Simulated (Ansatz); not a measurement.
CH₃GeNO, SMILES N#[C][GeH2][OH], a rigid scan of one bond angle

Computed with the Ansatz DFT code, driven from Python.

`bend_ch3geno.py`
```python
import warnings

import ansatz as az
from ase import Atoms

warnings.simplefilter("ignore", az.DeckWarning)

atoms = Atoms(["N", "C", "Ge", "O", "H", "H", "H"], positions=[
    [0.1271, -2.0856, 1.9521],
    [-0.0517, -1.174, 1.1866],
    [-0.288, 0.2536, -0.0587],
    [1.1781, 0.2459, -1.2111],
    [-1.5905, 0.0743, -0.8274],
    [-0.2648, 1.6157, 0.7193],
    [0.951, 1.0021, -1.8064],
])

first = (
    az.Crystal.molecule_from_ase(atoms).calculation()
    .basis(gaussian="def2-SVP")
    .functional("r2scan")
    .relax(force_tolerance=0.02, max_steps=80)
)
atoms.positions = first.run().report["positions_ang"]

rows = []
for angle in [90, 100, 110, 120, 135, 150, 165, 179]:
    bent = atoms.copy()
    bent.set_angle(2, 3, 6, angle, indices=[6])
    job = (
        az.Crystal.molecule_from_ase(bent).calculation()
        .basis(gaussian="def2-SVP")
        .functional("r2scan")
    )
    rows.append((angle, job.run().report["free_energy_ev"]))
floor = min(e for _, e in rows)
for angle, e in rows:
    print(f"angle Ge2-O3-H6 = {angle:3d} deg   {1000 * (e - floor):9.1f} meV")
```

```console
$ python bend_ch3geno.py
angle Ge2-O3-H6 =  90 deg       249.7 meV
angle Ge2-O3-H6 = 100 deg        68.3 meV
angle Ge2-O3-H6 = 110 deg         0.0 meV
angle Ge2-O3-H6 = 120 deg        16.3 meV
angle Ge2-O3-H6 = 135 deg       144.2 meV
angle Ge2-O3-H6 = 150 deg       323.2 meV
angle Ge2-O3-H6 = 165 deg       474.5 meV
angle Ge2-O3-H6 = 179 deg       536.1 meV
```

The scan is rigid, and the energies are electronic, in a modest basis. The zero is the lowest point of the grid, which needn't be the minimum. It ran for 80 s on 1 thread of Arm Neoverse V1, on a shared host, peak memory 0.23 GiB.
